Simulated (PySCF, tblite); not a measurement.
# C5H5F2O radical: geometry, infrared bands and EPR parameters

What infrared bands and EPR parameters should C5H5F2O radical (`CC(=O)/C(F)=[C]\CF`) show?

Computed with tblite 0.8.0 and PySCF 2.14.0, with density-fitted response routines of our own, on a single molecule in the gas phase. Atoms are numbered from 0 throughout.

## (1) The molecule as given

13 atoms, charge 0, multiplicity 2; geometry from: force field or distance geometry start.

Bonds of the start (Å): C0–C1 1.49, C1–O2 1.25, C1–C3 1.49, C3–F4 1.33, C3–C5 1.29, C5–C6 1.46, C6–F7 1.36, C0–H8 1.09, C0–H9 1.11, C0–H10 1.10, C6–H11 1.10, C6–H12 1.09.

## (2) Relaxing the molecule with GFN2-xTB

What the job is given:

```
{"job": {"kind": "relax", "xc": "GFN2-xTB", "basis": "xTB"}, "charge": 0, "multiplicity": 2}
C     -2.470400    -0.083300    -0.013100
C     -1.057700    -0.316700     0.392300
O     -0.761500    -1.023400     1.378500
C      0.000600     0.313400    -0.441700
F     -0.427500     1.017900    -1.486200
C      1.260500     0.170800    -0.184400
C      2.671500    -0.009200     0.143300
F      3.414500     0.744600    -0.708100
H     -2.639900     0.980600    -0.198900
H     -3.153600    -0.391000     0.799500
H     -2.708400    -0.665100    -0.910200
H      2.892100     0.315200     1.165900
H      2.975300    -1.053200     0.045100
```

Run with:

```
OMP_NUM_THREADS=1 python probes_run.py task.json out
```

One launch serves the whole session: the jobs run in the order shown.

Standard output:

```text
step      E/eV     max force
  0    -724.95380    3.205
  1    -725.02659    3.563
  2    -725.10173    0.522
  3    -725.10780    0.265
  4    -725.11814    0.512
  5    -725.12428    0.400
  6    -725.12992    0.244
  7    -725.13344    0.213
  8    -725.13624    0.270
  9    -725.14143    0.359
 10    -725.14618    0.277
 11    -725.14917    0.134
 12    -725.15067    0.097
 13    -725.15178    0.116
 14    -725.15270    0.116
 15    -725.15366    0.091
 16    -725.15468    0.116
 17    -725.15583    0.123
 18    -725.15701    0.109
 19    -725.15812    0.105
 20    -725.15921    0.093
 21    -725.16056    0.140
 22    -725.16246    0.187
 23    -725.16508    0.206
 24    -725.16858    0.195
 25    -725.17343    0.243
 26    -725.18074    0.310
 27    -725.19187    0.386
 28    -725.20703    0.476
 29    -725.22087    0.406
 30    -725.19342    0.712
 31    -725.24343    0.374
 32    -725.24971    0.243
 33    -725.25846    0.214
 34    -725.26600    0.185
 35    -725.27015    0.164
 36    -725.27406    0.156
 37    -725.27641    0.095
 38    -725.27755    0.094
 39    -725.27860    0.126
 40    -725.27987    0.109
 41    -725.28100    0.069
 42    -725.28184    0.062
 43    -725.28252    0.085
 44    -725.28316    0.086
 45    -725.28376    0.059
 46    -725.28420    0.050
 47    -725.28453    0.062
 48    -725.28485    0.058
 49    -725.28520    0.055
 50    -725.28554    0.044
 51    -725.28580    0.044
 52    -725.28603    0.046
 53    -725.28634    0.046
 54    -725.28674    0.054
 55    -725.28719    0.070
 56    -725.28770    0.074
 57    -725.28841    0.080
 58    -725.28948    0.102
 59    -725.29092    0.121
 60    -725.29252    0.131
 61    -725.29391    0.082
 62    -725.29502    0.094
 63    -725.29637    0.105
 64    -725.29843    0.215
 65    -725.30126    0.337
 66    -725.30431    0.319
 67    -725.30939    0.123
 68    -725.31092    0.179
 69    -725.31241    0.128
 70    -725.31420    0.097
 71    -725.31589    0.152
 72    -725.31638    0.137
 73    -725.31733    0.095
 74    -725.31812    0.104
 75    -725.31920    0.107
 76    -725.32060    0.119
 77    -725.32209    0.118
 78    -725.32335    0.079
 79    -725.32366    0.118
 80    -725.32461    0.090
 81    -725.32519    0.064
 82    -725.32638    0.062
 83    -725.32699    0.060
 84    -725.32751    0.068
 85    -725.32811    0.073
 86    -725.32890    0.076
 87    -725.32959    0.078
 88    -725.33001    0.051
 89    -725.33036    0.066
 90    -725.33066    0.045
 91    -725.33097    0.034
 92    -725.33127    0.040
 93    -725.33176    0.045
 94    -725.33220    0.045
 95    -725.33271    0.062
 96    -725.33328    0.079
 97    -725.33410    0.073
 98    -725.33505    0.135
 99    -725.33603    0.077
100    -725.33732    0.113
101    -725.33784    0.077
102    -725.33816    0.052
103    -725.33848    0.043
104    -725.33882    0.053
105    -725.33908    0.068
106    -725.33921    0.034
107    -725.33936    0.018
108    -725.33940    0.017
109    -725.33944    0.014
110    -725.33946    0.011
111    -725.33948    0.011
112    -725.33950    0.013
113    -725.33954    0.019
114    -725.33960    0.025
115    -725.33972    0.030
116    -725.33990    0.041
117    -725.34014    0.055
118    -725.34040    0.051
119    -725.34066    0.037
120    -725.34086    0.034
121    -725.34102    0.021
122    -725.34110    0.012
123    -725.34112    0.008
```

Run time: 0.53 s. Hardware: 1 thread of INTEL XEON PLATINUM 8581C at 2.30GHz, shared host.

Relaxation path: (not every step is listed)

```tsv
step	energy from step 0 (eV)	largest force (eV/Å)
0	0.0000	3.2048
1	-0.0728	3.5627
2	-0.1479	0.5216
3	-0.1540	0.2650
4	-0.1643	0.5115
5	-0.1705	0.3998
6	-0.1761	0.2441
7	-0.1796	0.2128
8	-0.1824	0.2696
19	-0.2043	0.1052
30	-0.2396	0.7117
41	-0.3272	0.0688
52	-0.3322	0.0458
63	-0.3426	0.1045
74	-0.3643	0.1041
85	-0.3743	0.0733
96	-0.3795	0.0789
107	-0.3856	0.0179
118	-0.3866	0.0514
119	-0.3869	0.0369
120	-0.3871	0.0339
121	-0.3872	0.0215
122	-0.3873	0.0122
123	-0.3873	0.0078
```

Distances of close pairs at the start and the end, largest changes first:

```tsv
bond	before (Å)	after (Å)	change (Å)
C1–O2	1.249	1.204	-0.044
C1–C3	1.487	1.508	+0.020
C3–F4	1.331	1.351	+0.020
C0–H9	1.105	1.087	-0.019
C6–H11	1.095	1.109	+0.014
C6–F7	1.358	1.372	+0.014
C3–C5	1.294	1.306	+0.013
C0–C1	1.488	1.498	+0.010
```

The final coordinates are the input of the step that follows.

## (3) Infrared spectrum with GFN2-xTB

What the job is given:

```
{"job": {"kind": "ir", "xc": "GFN2-xTB", "basis": "xTB"}, "charge": 0, "multiplicity": 2}
C     -2.244874    -0.004718     0.186467
C     -0.775055    -0.255086     0.328593
O     -0.254702    -0.783326     1.277733
C      0.034115     0.256848    -0.835958
F     -0.726056     0.671864    -1.872255
C      1.337132     0.351733    -0.827562
C      2.354929    -0.068593     0.116685
F      3.262179     0.924581     0.386886
H     -2.423887     1.059395     0.041196
H     -2.762438    -0.356471     1.074804
H     -2.617944    -0.523176    -0.695609
H      1.888300    -0.353338     1.082130
H      2.923913    -0.919226    -0.280841
```

Standard output:

```text
mode    cm-1     km/mol
  1      50.9      2.72
  2      89.3     11.05
  3     128.2      4.81
  4     143.7      1.31
  5     194.1      9.49
  6     276.0      1.05
  7     347.1     14.26
  8     383.4      0.47
  9     421.1      2.28
 10     514.7      5.57
 11     550.4     15.49
 12     587.9      0.81
 13     735.7     26.75
 14     898.3      7.06
 15     976.9     26.64
 16     984.0     43.66
 17     999.9    156.06
 18    1049.9     78.31
 19    1130.9     58.11
 20    1144.5    172.50
 21    1169.7     37.24
 22    1267.2      3.10
 23    1356.8     39.47
 24    1362.1     12.99
 25    1429.9     13.15
 26    1433.2     23.59
 27    1694.2    184.86
 28    1774.6     98.94
 29    2753.8      6.07
 30    2909.0      8.83
 31    3019.0      0.39
 32    3030.2      2.03
 33    3057.7      5.46
```

Wall time 0.28 s (1 thread of INTEL XEON PLATINUM 8581C at 2.30GHz, shared host).

Which atoms move in the most intense modes:

```tsv
cm⁻¹	km/mol	atoms
984	43.7	H10 37 %, C0 22 %, C1 18 %, H9 11 %
1000	156.1	C6 49 %, F7 36 %
1050	78.3	C3 36 %, C6 15 %, C5 14 %
1131	58.1	C1 21 %, C3 16 %, C6 15 %, C5 13 %
1144	172.5	C3 23 %, C1 21 %, H11 16 %
1357	39.5	H10 32 %, H8 32 %, H9 18 %, C0 18 %
1694	184.9	C5 38 %, C3 29 %, C1 19 %, O2 12 %
1775	98.9	C1 43 %, O2 25 %, C5 16 %, C3 14 %
```

## (4) EPR parameters: B3LYP/pcH-1

Settings changed since step 3:

```diff
@@ -1,2 +1,2 @@
-{"job": {"kind": "ir", "xc": "GFN2-xTB", "basis": "xTB"}, "charge": 0, "multiplicity": 2}
+{"job": {"kind": "epr", "basis": "pcH-1"}, "charge": 0, "multiplicity": 2}
 C     -2.244874    -0.004718     0.186467
```

Level: UKS B3LYP, pcH-1 on C F H O, non-relativistic, mean-field spin-orbit, GIAO.

Standard output:

```text
UKS, coarse grid
  cycle   1  E = -468.16683581  |g| = 7.39e-01
  cycle   2  E = -467.06456956  |g| = 1.74e+00
  cycle   3  E = -468.28649690  |g| = 3.85e-01
  cycle   4  E = -468.35706685  |g| = 7.99e-02
  cycle   5  E = -468.35880244  |g| = 5.92e-02
  cycle   6  E = -468.36050150  |g| = 1.85e-02
  cycle   7  E = -468.36070177  |g| = 7.24e-03
  cycle   8  E = -468.36075119  |g| = 2.98e-03
  cycle   9  E = -468.36076888  |g| = 1.64e-03
  cycle  10  E = -468.36077471  |g| = 8.29e-04
UKS, final grid
  cycle   1  E = -468.36083375  |g| = 8.45e-04
  cycle   2  E = -468.36083415  |g| = 1.18e-03
  cycle   3  E = -468.36083472  |g| = 2.93e-04
  cycle   4  E = -468.36083491  |g| = 3.03e-04
  cycle   5  E = -468.36083509  |g| = 1.19e-04
  cycle   6  E = -468.36083510  |g| = 2.26e-05
E = -468.36083510 Eh   <S^2> = 0.7599 (exact 0.7500)
g shifts (ppm)      1          2          3
  rmc          -160       -160       -160
  gc             24         35         17
  oz_so       -1045        -98        285
  total       -1181       -223        142
hyperfine (MHz)  atom isotope    a_iso     a_fc   dipolar eigenvalues
    0   13C      18.91      18.91     -2.27     -2.20      4.47
    1   13C      34.58      34.58     -5.47     -4.53     10.00
    2   17O       0.50       0.50     -8.40     -0.52      8.92
    3   13C     -36.45     -36.45    -21.16     -4.05     25.21
    4   19F     137.20     137.20    -87.45    -33.24    120.69
    5   13C     299.50     299.50    -79.42    -58.45    137.88
    6   13C     -18.01     -18.01     -7.46     -5.83     13.29
    7   19F      59.81      59.81    -26.25    -22.53     48.78
    8    1H      -0.80      -0.80     -1.89     -0.50      2.39
    9    1H       7.61       7.61     -1.63     -0.55      2.18
   10    1H      -1.72      -1.72     -1.91     -0.91      2.82
   11    1H     144.95     144.95     -7.37     -0.15      7.52
   12    1H      26.18      26.18     -7.04     -5.19     12.24
```

It took 44 s on 1 thread of INTEL XEON PLATINUM 8581C at 2.30GHz, shared host; peak memory 0.92 GiB.

Principal g values 2.00114, 2.00210, 2.00246; g(iso) = 2.00190, against 2.00232 for a free electron.

Mean a(iso) over the nuclei that a row names, and the largest dipolar term of the row (other rows stand at the frozen geometry):

```tsv
nuclei	isotope	a(iso) (MHz)	a(iso) (G, at g = 2.0023)	largest dipolar term (MHz)
C5	13C	299.5	106.9	137.9
F4	19F	137.2	49.0	120.7
H11, H12	1H	85.6	30.5	12.2
F7	19F	59.8	21.3	48.8
C3	13C	-36.5	-13.0	25.2
C1	13C	34.6	12.3	10.0
C0	13C	18.9	6.7	4.5
C6	13C	-18.0	-6.4	13.3
H8, H9, H10	1H	1.7	0.6	2.8
O2	17O	0.5	0.2	8.9
```

Mulliken spin populations:

C0 0.02; C1 0.04; O2 -0.01; C3 -0.09; F4 0.02; C5 0.97; C6 -0.03; F7 0.01; H8 0.00; H9 0.01; H10 0.00; H11 0.06; H12 0.01

In first order the couplings over 0.8 MHz of 19F, 1H give 48 distinct lines over 133.2 G, if the averaged nuclei exchange fast; the same motion can average rows kept apart here too.

Orbitals, density, ELF and potential are computed afterwards from the orbital file.

ELF in a plane through or near 9 of the atoms.

Ten even steps from ' ' (0.00) to '@' (1.00):
```
                                                        
                                                        
                                                        
                  ....    ..----::                      
                --++++..  --##%%**--..                  
              ..**%%%%++  ::%%++####::                  
                **@@@@##==::##**%%##..                  
                ==%%----%%::--++==::  ......            
        ......::++@@==--%%..--**....==**++--            
        ..::::==::##%%====++@@%%++**====**--..          
        ..::----====++..  ::**::==@@  **==--..          
          ....==##@@%%..  --**::==%%++++@@##==          
              ==@@@@@@..**%%++##==..++@@@@@@%%::        
              ==@@@@++  ##%%++%%++  ::@@@@@@%%..        
              ::####    ++%%%%%%##..  ##@@@@==          
                        ..--==++==      ..              
                            ....                        
                                                        
                                                        
                                                        
```
The map spans 11.7 Å across and 9.1 Å up, centred on the molecule. Atoms in the plane (x, y in Å): C0 (2.2, -0.2), C1 (0.8, -0.4), O2 (0.2, -1.5), C3 (0.0, 0.9), F4 (0.8, 2.0), C5 (-1.3, 0.9), C6 (-2.4, -0.1), H9 (2.7, -1.2), H11 (-1.9, -1.1).

On the surface of density 0.002 e/bohr³ the electrostatic potential runs, from the 1st to the 99th percentile, from -1.12 V near O2 to 1.25 V near H10.

The spin density lies nearest to C5 71 %; C3 8 % (both signs).

## (5) Summary of results

| quantity | value |
| --- | --- |
| strongest single infrared mode (GFN2-xTB) | 1694 cm⁻¹, 185 km/mol |
| zero-point energy (GFN2-xTB) | 54.1 kcal/mol |
| g(iso) (B3LYP) | 2.00190 |
| ⟨S²⟩ | 0.760 (exact 0.75) |
| largest a(iso) (averaged by class) | 13C on C5, 299.5 MHz |
| potential on the surface of density 0.002 e/bohr³, 1st and 99th percentile | -1.12 V and 1.25 V |

**Reading.** Over 123 steps the energy fell by 0.387 eV; of the close pairs, C1–O2 changed most, 1.249 to 1.204 Å. No mode is imaginary among the 33: a minimum at this level. The strongest single mode, at 1694 cm⁻¹, is carried by C5, C3, C1, O2. GFN2-xTB is a fitted tight-binding method: band positions and strengths are rough. Its intensities can rank the bands wrongly. C5 carries the largest spin population, 0.97 e. The isotropic g lies 0.4 ppt below the free-electron value. These values are for one conformer; the search (at its own cheap level) found 2 more, at 0.00, 7.06 kcal/mol (those within 0.05 may be mirror or relabelled copies), and measured spectra average over such forms.
